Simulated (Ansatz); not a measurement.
**Al3Cu2: a test of stability by relaxation**

The task, for Al3Cu2: disturb the structure and relax it again.

Program: Ansatz 0.2.0. Level of theory: DFT LDA, scalar-relativistic, plane waves, PAW. These are calculated values, not measurements.

2 further runs of the same task are left out: 1 that didn't finish, 1 set aside as unsound or not needed.

**1. Starting point**

The structure is trigonal, space group P-3m1 (No. 164). Conventional cell: a = 4.056 Å, b = 4.056 Å, c = 4.932 Å, α = 90.00°, β = 90.00°, γ = 120.00°. Al (site symmetry -3m) is surrounded by 6 Cu at 2.47 Å. Around Al (site symmetry 3m) lie 5 Cu at 2.42 to 2.53 Å and 3 Al at 2.77 Å. Cu (site symmetry 3m) is surrounded by 8 Al at 2.42 to 2.53 Å.

Structure file:

```
CELL_PARAMETERS angstrom
4.05584 0.00000 0.00000
-2.02792 3.51246 0.00000
0.00000 0.00000 4.93202
ATOMIC_POSITIONS crystal
Al 0.00000 0.00000 0.00000
Al 0.33333 0.66667 0.35086
Al 0.66667 0.33333 0.64914
Cu 0.33333 0.66667 0.84151
Cu 0.66667 0.33333 0.15849
```

It goes back to an entry of the Materials Project, which need not be the stable form.

This cell was relaxed beforehand with the same method: volume 14.05 Å³/atom, gap on the mesh none (metal).

**2. The reference cell**

Reference values: F = -14651.0358 eV; pressure 0.01 GPa; largest force 0.001 eV/Å; gap on the mesh none (metal). It was computed beforehand with the settings of the runs below.

**3. The disturbance**

Atom 2 moved 0.06 Å. Displacements in the unstrained cell, with the mean shift removed:

```csv
atom,ux (Å),uy (Å),uz (Å)
Al1,0.004,-0.009,0.007
Al2,-0.015,0.035,-0.030
Al3,0.004,-0.009,0.007
Cu4,0.004,-0.009,0.007
Cu5,0.004,-0.009,0.007
```

**4. The disturbed cell, one point**

Input file input.yaml:

```yaml
crystal:
  lattice:
    - [4.0558389475, 0.0, 0.0]
    - [-2.0279194737, 3.5124595622, 0.0]
    - [0.0, 0.0, 4.932018111]
  atoms:
    - { symbol: Al, position: [-0.0002999854, -0.002466258, 0.0014986867] }
    - { symbol: Al, position: [0.3345332749, 0.6765316985, 0.3448644664] }
    - { symbol: Al, position: [0.6663666813, 0.3308670754, 0.6506394733] }
    - { symbol: Cu, position: [0.333033348, 0.6642004087, 0.8430128544] }
    - { symbol: Cu, position: [0.6663666813, 0.3308670754, 0.159984519] }
basis:
  ecutwfc: 420
kpoints:
  mp_grid: { grid: [12, 12, 8] }
hamiltonian:
  xc: lda
scf:
  occupations: { method: gaussian, width: 0.15 }
output:
  forces: true
  stress: true
  eigenvalues: true
```

Run with:

```sh
ansatz run input.yaml --threads 2 --pin off --max-ram 5120MiB --backend cpu --events-out ev --progress --plain --runs-dir out
```

Log, cut to the lines that bear on the results:

```text
Warning: RAYON_NUM_THREADS=2 ignored (pool sized by the plan → 2); use --threads N
[...]
Pseudopotentials: kind: paw
Pseudopotential: Al, paw, valence charge 3, recommended cutoff 420 eV (normal), Al.paw.azcp
Pseudopotential: Cu, paw, valence charge 19, recommended cutoff 420 eV (normal), Cu.paw.azcp
Functional definition: SPW92
[...]
Crystal: 5 atoms, lattice volume = 70.261 Å³
Basis set: ecut = 420 eV, 1385 PW (Γ)
Bands: 29, of which v1, the nominal top of the filled ones, is band 24 counted from 1 (23 counted from 0)
Symmetry: 1 space group operations
Space group: P1 (ITA 1), of the structure as read, at distance tolerance 4.1e-5 Å
k-points: 580 of 1152 (time reversal used)
[...]
SCF iter   1: F=—  HF=-14651.033843 eV  |F-HF|=—  |Δ(HF+E_count)|=         —  Δρ=1.15e-2  dr2=4.04e-2  ethr=1.77e-3  ⟨swp⟩=6.1  Hψ=74647  notcnv=0
[...]
SCF iter   8: F=-14651.023098 eV  HF=-14651.023098 eV  |F-HF|=1.57e-9  |Δ(HF+E_count)|=   1.44e-7  Δρ=5.10e-6  dr2=1.84e-8  ethr=2.13e-10  ⟨swp⟩=6.1  Hψ=73704  notcnv=0
[...]
SCF converged after 8 iterations
Free energy (F): -14651.023098 eV
[...]
E sigma→0 (E₀):  -14651.015943 eV
Entropy (-TS):   -0.014311 eV (-2.862 meV/atom)
Fermi energy:    11.550208 eV
[...]
--- Forces (eV/Å), atoms counted from 1 ---
  atom   1  Al    -0.02174413     0.04432752    -0.05248424
  atom   2  Al     0.08992245    -0.23378689     0.37350499
  atom   3  Al    -0.02776800     0.07503307    -0.06930957
  atom   4  Cu     0.00878729    -0.01950254    -0.20977114
  atom   5  Cu    -0.04919666     0.13392872    -0.04192086
[...]
--- Stress (GPa, compression-positive) ---
       -0.247609       0.142237       0.042590
        0.142237       0.536721      -0.090320
        0.042590      -0.090320       0.178387
  P = ⅓ Tr σ = 0.1558 GPa (1.558 kbar)
--- Band table (eV; the first three rows and the last of 580) ---
[...]
```

It took 48 s on 2 threads of AMD EPYC 7R43 (Zen 3), shared host; peak memory 1.1 GiB.

**5. Relaxation of the disturbed structure**

Edit input.yaml of step 4 so:

```diff
@@ -23 +23,10 @@
   eigenvalues: true
+  write_density: true
+  write_potential: true
+  elf: true
+  volumetric_format: npy
+relax:
+  adjacent_minimum: "off"
+  f_tol: 0.01
+  max_steps: 80
+  cell: { stress_tol: 0.1 }
```

Run with:

```sh
ansatz run input.yaml --threads 2 --pin off --max-ram 5120MiB --backend cpu --events-out ev --progress --plain --runs-dir out
```

Log, cut to the lines that bear on the results:

```text
Warning: RAYON_NUM_THREADS=2 ignored (pool sized by the plan → 2); use --threads N
[...]
[... 4 set-up lines as earlier in the session ...]
[...]
Crystal: 5 atoms, lattice volume = 70.261 Å³
Basis set: ecut = 420 eV, 1385 PW (Γ)
Bands: 29, of which v1, the nominal top of the filled ones, is band 24 counted from 1 (23 counted from 0)
[... 2 set-up lines as earlier in the session ...]
k-points: 580 of 1152 (time reversal used)
[...]
SCF iter   1: F=—  HF=-14651.033843 eV  |F-HF|=—  |Δ(HF+E_count)|=         —  Δρ=1.15e-2  dr2=4.04e-2  ethr=1.77e-3  ⟨swp⟩=6.1  Hψ=74647  notcnv=0
[...]
        0.000666      -0.001038       0.022754
  P = ⅓ Tr σ = 0.0114 GPa (0.114 kbar)
--- Band table (eV; the first three rows and the last of 580) ---
[...]
--- Relaxed structure (4 steps of the walk, 4 accepted, 1 SCFs on fresh bases) ---
  F+E_penalty+E_count = -14651.03579011 eV   max|allowed force component| = 3.070e-4 eV/Å   (the final SCF, on the basis selected at the relaxed cell)
  cell:  # Å, volume = 70.2596 Å³
    - [4.0556484542731175, 0.00010119256236976808, -7.771514322953449e-5]
    - [-2.027736591756875, 3.5125829911489506, 0.00016018971886645197]
    - [-9.450387425843987e-5, 0.00017036846605623053, 4.931883514781973]
  atoms:
    - { symbol: Al, position: [-1.2331983417920372e-7, -1.2208535800190119e-6, 6.896943270738174e-6] }
    - { symbol: Al, position: [0.33333422158170084, 0.6667014942892027, 0.3508469562359297] }
    - { symbol: Al, position: [0.6666628800463129, 0.3332905335874013, 0.649150220110113] }
    - { symbol: Cu, position: [0.33333326483252107, 0.6666340665004, 0.8415229697895921] }
    - { symbol: Cu, position: [0.6666697569592998, 0.3333751264765759, 0.15847295672109432] }
```

Run time: 4.7 min. Hardware: 2 threads of AMD EPYC 7R43 (Zen 3), shared host; peak memory 1.1 GiB.

The steps of the relaxation:

| step | E - E(step 1) (eV/cell) | largest force component (eV/Å) | pressure (GPa) | volume (Å³) |
| --- | --- | --- | --- | --- |
| 1 | 0.0000 | 0.3735 | 0.16 | 70.26 |
| 2 | -0.0092 | 0.1785 | 0.11 | 70.23 |
| 3 | -0.0126 | 0.0031 | -0.05 | 70.29 |
| 4 | -0.0127 | 0.0003 | 0.01 | 70.26 |
| 5 | -0.0127 | 0.0003 | 0.01 | 70.26 |

Step 1 is the start. Step 5 repeats the geometry before it on a plane-wave basis chosen anew for that cell, so its energy need not be comparable with the rows above.

|  | before | after | change |
| --- | --- | --- | --- |
| a (Å) | 4.056 | 4.056 | 0.0 % |
| b (Å) | 4.056 | 4.056 | 0.0 % |
| c (Å) | 4.932 | 4.932 | 0.0 % |
| volume (Å³/atom) | 14.05 | 14.05 | 0.0 % |
| shortest distance (Å) | 2.420 | 2.420 | 0.0 % |
| space group (0.01 Å) | P1 | P-3m1 | changed |

Density in a lattice plane of the grid's cell (edges 4.06 and 4.93 Å, at 0.333 of the third edge), which holds Al and Cu.

Ten even steps from ' ' (0.06 e/Å³) to '@' (57.57 e/Å³):
```
                                        
                                        
                                        
                                        
                                        
                                        
                                        
                                        
                                        
                                        
                                        
                                        
                                        
                                        
                        ..::..          
                      ..==##**--        
                      ..++@@%%==..      
                      ..--++==::        
                          ....          
                                        
```
Columns run along the first of these edges and rows up along the second, over one cell in 20 and 20 even steps from the bottom left corner. Atoms in the plane (fractional): Al at (0.67, 0.65), Cu at (0.67, 0.16).

ELF in the same plane.

Ten even steps from ' ' (0.03) to '@' (0.88):
```
++++++++++++++====----::::::::::::--====
========================================
======----======++++++++++++++++++++++++
====--------==++++**++==--::--==++****++
++==--------==++****==::      ..--++****
++====----====++**++--          ..==****
++====--====++++**==::    ....    --++**
++====--======++++==::            --++++
++====----====++++++==::..    ..--++**++
++==------====++********++++++++******++
++==------====++****##############****++
++==------====++++++++++++++++++++++++++
++++========++++++==--::::::::::----==++
++++++==++++++++==--::::::::::::::::--==
++++++++++++++==--::::::--====--::::::--
==++++****++++==::::::--**@@%%++--::::--
==++******++++==::..::==##@@@@**--::..--
==++++++++++++==::..::--++####==::..::--
++++++++++++++==--::..::::----::....::--
++++++++++++++==--::..............::--==
```
Columns run along the first of these edges and rows up along the second, over one cell in 20 and 20 even steps from the bottom left corner. Atoms in the plane (fractional): Al at (0.67, 0.65), Cu at (0.67, 0.16).

Both are smooth fields of the valence electrons: close to the nuclei they are not physical.

Outside the cores ELF peaks at 0.69 on the Al–Al line, 1.2 Å from Al; 0.68 on the Al–Cu line, 1.0 Å from Al.

**6. Summary of results**

```
                                 quantity                                      value
                  cost of the disturbance                               2.5 meV/atom
end of the relaxation, from the reference                              +0.0 meV/atom
                        final space group  P-3m1 (tolerance 0.05 Å; reference P-3m1)
                            volume change                                    -0.00 %
```

The relaxation returns to the undisturbed structure, within 1.5 meV/atom: a sign of a true local minimum against this disturbance.
